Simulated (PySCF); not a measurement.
# BeGeH4 (H3Ge ... HBe): the cost of one run

Programs: PySCF 2.14.0, with routines of our own; each step states its level. All values are computed. Atoms count from 0.

### Step 1. The starting structure

6 atoms, charge 0, high-spin multiplicity 3; geometry from: GFN2-xTB fragments, placed rigidly.

The system (radical pair): H3Ge···HBe. The radical centres are 4.34 Å apart, edge to face; the spin sites are atoms 0, 1, 2, 3 (1 unpaired) and atoms 4, 5 (1 unpaired).

### Step 2. Magnetic exchange: CASSCF and SC-NEVPT2/def2-TZVP (2,2)

What the job is given:

```
{"job": {"kind": "cas", "basis": "def2-TZVP", "active": "magnetic", "zfs": true}, "charge": 0, "high_spin_multiplicity": 3, "spin_sites": [[[0, 1, 2, 3], 1], [[4, 5], 1]]}
Ge    -0.466700    -0.000100    -1.252000
H     -0.301800     1.378200    -1.921300
H     -1.742600    -0.546300    -1.921400
H      0.644600    -0.831800    -1.921300
Be     0.933300    -0.000100     2.852000
H      0.933300    -0.000100     4.164000
```

With the program's defaults for keys left out, this is: CASSCF and SC-NEVPT2/def2-TZVP spin states, gas phase.

The run is started by

```
OMP_NUM_THREADS=1 python exch_run.py task.json out
```

This one command runs all jobs of the session in turn.

**Question.** How long does this first job take on 1 thread of Arm Neoverse N1, shared host, and how much memory does it need?

About 5 s, with a peak of 0.24 GiB.
